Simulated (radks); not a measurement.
# Nb²⁺ with its nuclear charge varied continuously

Aim: the energy of 39 electrons in [Kr] 4d3 as the nuclear charge moves through non-integer values, and a test of dE/dZ = E(electron-nucleus)/Z.

Method: scalar-relativistic Kohn-Sham, PBEsol, spin-polarised, spherical densities, point nucleus; open shells are filled with parallel spins first. Code: radks (a radial shooting solver on a logarithmic mesh, Libxc functionals) version 1.

## 1. The atom as given

```
element       : niobium (Z = 41)
charge        : +2
electrons     : 39
configuration : [Kr] 4d3
```

The outer shells:

Nb²⁺
```
[Kr] core
4d [↑ ][↑ ][↑ ][  ][  ]
```

In the logs a row gives level, spin channel, occupation and eigenvalue; Etot, Ekin, Encl (electron-nucleus), Eh (Hartree) and Exc are energies, all in hartree; err is the last residual, it the number of iterations.

## 2. Z = 41

Settings of this run:

```text
Z 41
configuration [Kr] 4d3
relativity scalar-relativistic
functional pbe_sol,pbe_sol
spin polarised
nucleus point
c 137.035999084
```

Standard output:

```text
1s      1   1.0000        -691.40150251
2s      1   1.0000         -97.27503674
2p      1   3.0000         -86.94442032
3s      1   1.0000         -16.75784140
3p      1   3.0000         -13.38256328
3d      1   5.0000          -7.86195732
4s      1   1.0000          -2.81115105
4p      1   3.0000          -1.93297489
4d      1   3.0000          -0.73396332
1s      2   1.0000        -691.40193958
2s      2   1.0000         -97.26412806
2p      2   3.0000         -86.93631417
3s      2   1.0000         -16.75152558
3p      2   3.0000         -13.37553130
3d      2   5.0000          -7.85137949
4s      2   1.0000          -2.74693334
4p      2   3.0000          -1.85993280
4d      2   0.0000          -0.64896330
Etot -3816.799946508212
Ekin 3929.6517054267288
Encl -9173.036798008998
Eh 1542.7307075836852
Exc -116.14556150962825
err 4.7745628236802885e-09
it 14
```

Highest occupied level: 4d up at -19.972 eV.

From the orbitals of this run (lengths in bohr):

| level | occupation | energy (eV) | <r> | outermost maximum (interpolated) | 90 % within | nodes |
| --- | --- | --- | --- | --- | --- | --- |
| 3d up | 5 | -213.93 | 0.4332 | 0.334 | 0.695 | 0 |
| 3d down | 5 | -213.65 | 0.4330 | 0.334 | 0.694 | 0 |
| 4s up | 1 | -76.495 | 1.158 | 1.03 | 1.69 | 3 |
| 4s down | 1 | -74.748 | 1.151 | 1.03 | 1.68 | 3 |
| 4p up | 3 | -52.599 | 1.295 | 1.12 | 1.92 | 2 |
| 4p down | 3 | -50.611 | 1.285 | 1.12 | 1.91 | 2 |
| 4d up | 3 | -19.972 | 1.840 | 1.45 | 2.88 | 1 |
| 4d down | 0 | -17.659 | 1.850 | 1.43 | 2.92 | 1 |

The radial density on a logarithmic grid:

| r (bohr) | 4πr²ρ (e/bohr) |
| --- | --- |
| 0.00122 | 1.094 |
| 0.00183 | 2.265 |
| 0.00276 | 4.574 |
| 0.00415 | 8.889 |
| 0.00624 | 16.31 |
| 0.00938 | 27.48 |
| 0.0141 | 40.80 |
| 0.0212 | 50.54 |
| 0.0319 | 49.96 |
| 0.0480 | 43.81 |
| 0.0721 | 50.43 |
| 0.109 | 63.58 |
| 0.164 | 49.94 |
| 0.247 | 39.77 |
| 0.372 | 47.58 |
| 0.559 | 25.18 |
| 0.841 | 10.52 |
| 1.26 | 9.335 |
| 1.90 | 3.518 |
| 2.86 | 0.6074 |
| 4.30 | 0.04934 |

## 3. Z = 40

Settings, as their differences from step 2:

```diff
@@ -1,2 +1,2 @@
-Z 41
+Z 40
 configuration [Kr] 4d3
```

Standard output:

```text
1s      1   1.0000        -654.76544230
2s      1   1.0000         -90.83998397
2p      1   3.0000         -81.03826685
3s      1   1.0000         -14.98604328
3p      1   3.0000         -11.79399167
3d      1   5.0000          -6.55101603
4s      1   1.0000          -2.15998866
4p      1   3.0000          -1.36094139
4d      1   3.0000          -0.32423054
1s      2   1.0000        -654.76592800
2s      2   1.0000         -90.83262695
2p      2   3.0000         -81.03289084
3s      2   1.0000         -14.98180553
3p      2   3.0000         -11.78931820
3d      2   5.0000          -6.54393083
4s      2   1.0000          -2.11164238
4p      2   3.0000          -1.30312259
4d      2   0.0000          -0.24971785
Etot -3596.259658602004
Ekin 3697.441444250282
Encl -8656.297210573546
Eh 1474.458862671585
Exc -111.86275495032496
err 1.2211269197076002e-09
it 15
```

E − E(step 2, Z = 41) = +6001.2 eV. Highest occupied level: 4d up at -8.823 eV.

## 4. Z = 40.5

Settings, as their differences from step 3:

```diff
@@ -1,2 +1,2 @@
-Z 40
+Z 40.5
 configuration [Kr] 4d3
```

Standard output:

```text
1s      1   1.0000        -672.93568452
2s      1   1.0000         -94.01490431
2p      1   3.0000         -83.95186668
3s      1   1.0000         -15.84964015
3p      1   3.0000         -12.56678645
3d      1   5.0000          -7.18552610
4s      1   1.0000          -2.47058315
4p      1   3.0000          -1.63260414
4d      1   3.0000          -0.51473776
1s      2   1.0000        -672.93615232
2s      2   1.0000         -94.00577279
2p      2   3.0000         -83.94513031
3s      2   1.0000         -15.84435849
3p      2   3.0000         -12.56093082
3d      2   5.0000          -7.17668793
4s      2   1.0000          -2.41394962
4p      2   3.0000          -1.56671792
4d      2   0.0000          -0.43467769
Etot -3705.6090287052134
Ekin 3812.5012432341746
Encl -8912.937635424227
Eh 1508.8375399492425
Exc -114.01017646440368
err 6.03697314696601e-09
it 14
```

E − E(step 2, Z = 41) = +3025.7 eV. 4d up is the highest filled level (-14.007 eV).

## 5. Z = 41.5

Settings, as their differences from step 4:

```diff
@@ -1,2 +1,2 @@
-Z 40.5
+Z 41.5
 configuration [Kr] 4d3
```

Standard output:

```text
1s      1   1.0000        -710.16035981
2s      1   1.0000        -100.61702376
2p      1   3.0000         -90.01240618
3s      1   1.0000         -17.70697305
3p      1   3.0000         -14.23760839
3d      1   5.0000          -8.57657725
4s      1   1.0000          -3.17780528
4p      1   3.0000          -2.25836633
4d      1   3.0000          -0.97860189
1s      2   1.0000        -710.16075889
2s      2   1.0000        -100.60434070
2p      2   3.0000         -90.00292731
3s      2   1.0000         -17.69963657
3p      2   3.0000         -14.22941206
3d      2   5.0000          -8.56428138
4s      2   1.0000          -3.10659447
4p      2   3.0000          -2.17885803
4d      2   0.0000          -0.88904732
Etot -3929.8312189372273
Ekin 4048.899042466658
Encl -9436.736384680791
Eh 1576.2786397043658
Exc -118.27251642745982
err 4.736915131906449e-09
it 14
```

Energy against step 2 (Z = 41): -3075.7 eV. The top filled level is 4d up, -26.629 eV.

## 6. Z = 42

Settings, as their differences from step 5:

```diff
@@ -1,2 +1,2 @@
-Z 41.5
+Z 42
 configuration [Kr] 4d3
```

Standard output:

```text
1s      1   1.0000        -729.21106955
2s      1   1.0000        -104.03886883
2p      1   3.0000         -93.15365613
3s      1   1.0000         -18.69475138
3p      1   3.0000         -15.12959810
3d      1   5.0000          -9.32704531
4s      1   1.0000          -3.56817621
4p      1   3.0000          -2.60654663
4d      1   3.0000          -1.24650988
1s      2   1.0000        -729.21142653
2s      2   1.0000        -104.02441554
2p      2   3.0000         -93.14280387
3s      2   1.0000         -18.68640767
3p      2   3.0000         -15.12025087
3d      2   5.0000          -9.31305503
4s      2   1.0000          -3.49046072
4p      2   3.0000          -2.52109779
4d      2   0.0000          -1.15265697
Etot -4044.703090918536
Ekin 4170.251211887296
Encl -9704.129550066762
Eh 1609.5687357372374
Exc -120.39348847630757
err 4.4433295814649815e-09
it 14
```

E − E(step 2, Z = 41) = -6201.6 eV. Highest occupied level: 4d up at -33.919 eV.

## 7. What came out

| Z | E (hartree) | E(electron-nucleus)/Z (hartree) | highest level | its energy (eV) | <r> (bohr) |
| --- | --- | --- | --- | --- | --- |
| 40 | -3596.25966 | -216.407 | 4d up | -8.823 | 2.242 |
| 40.5 | -3705.60903 | -220.073 | 4d up | -14.007 | 2.010 |
| 41 | -3816.79995 | -223.733 | 4d up | -19.972 | 1.840 |
| 41.5 | -3929.83122 | -227.391 | 4d up | -26.629 | 1.708 |
| 42 | -4044.70309 | -231.051 | 4d up | -33.919 | 1.601 |

At Z = 41 the central difference of E is -224.222 hartree, against -223.733 from the Hellmann-Feynman theorem; the scalar-relativistic energy here is not variational, so the two differ by a part that grows with Z. The top level goes from -8.823 eV at Z = 40 to -33.919 eV at Z = 42.
